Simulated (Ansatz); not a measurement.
# Sc2SbP3: the cost of one run

Program: Ansatz 0.2.0. Level of theory: DFT PBE, scalar-relativistic, plane waves, PAW. These are calculated values, not measurements.

2 further runs of the same task are left out: 1 that didn't finish, 1 set aside as unsound or not needed.

## 1. Starting point

It takes space group P6/mmm (No. 191, hexagonal). Conventional cell: a = 6.054 Å, b = 6.054 Å, c = 3.530 Å, α = 90.00°, β = 90.00°, γ = 120.00°. Sc (site symmetry -6m2) has 6 P at 2.48 Å as nearest neighbours. Around Sb (site symmetry 6/mmm) lie 6 Sc at 3.50 Å and 12 P at 3.50 Å and 2 Sb at 3.53 Å. P (site symmetry mmm) has 4 Sc at 2.48 Å and 4 Sb at 3.50 Å as nearest neighbours.

Structure file:

```cif
data_structure
_symmetry_space_group_name_H-M 'P 1'
_symmetry_Int_Tables_number 1
_cell_length_a 6.0543
_cell_length_b 6.0543
_cell_length_c 3.5297
_cell_angle_alpha 90.000
_cell_angle_beta 90.000
_cell_angle_gamma 120.000
_cell_volume 112.05
loop_
_atom_site_label
_atom_site_type_symbol
_atom_site_fract_x
_atom_site_fract_y
_atom_site_fract_z
_atom_site_occupancy
Sc1 Sc 0.33333 0.66667 0.00000 1
Sc2 Sc 0.66667 0.33333 0.00000 1
Sb1 Sb 0.00000 0.00000 0.00000 1
P1 P 0.50000 0.00000 0.50000 1
P2 P 0.50000 0.50000 0.50000 1
P3 P 0.00000 0.50000 0.50000 1
```

The cell is invented: species swapped into a database cell of DyCo3B2 (P6/mmm, No. 191), with Sb on the Dy sites, P on the Co sites and Sc on the B sites. Its size is a rough estimate.

## 2. The guess as it stands, on a coarse mesh

Input file input.yaml:

```yaml
crystal:
  lattice:
    - [6.05432353, 0.0, 0.0]
    - [-3.02716176, 5.24319798, 0.0]
    - [0.0, 0.0, 3.52974987]
  atoms:
    - { symbol: Sc, position: [0.33333333, 0.66666667, 0.0] }
    - { symbol: Sc, position: [0.66666667, 0.33333333, 0.0] }
    - { symbol: Sb, position: [0.0, 0.0, 0.0] }
    - { symbol: P, position: [0.5, 0.0, 0.5] }
    - { symbol: P, position: [0.5, 0.5, 0.5] }
    - { symbol: P, position: [0.0, 0.5, 0.5] }
basis:
  ecutwfc: 420
kpoints:
  mp_grid: { grid: [3, 3, 6] }
hamiltonian:
  xc: pbe
scf:
  occupations: { method: gaussian, width: 0.1 }
  lower_state_search: "off"
output:
  forces: true
  stress: true
  eigenvalues: true
```

Launch:

```sh
$ ansatz run input.yaml --threads 1 --pin off --max-ram 2560MiB --backend cpu --events-out ev --progress --plain --runs-dir out
```

**Question.** How long does this run take on 1 thread of Arm Neoverse V1, shared host, and how much memory does it need?

About 3.3 s, with a peak of 0.38 GiB.
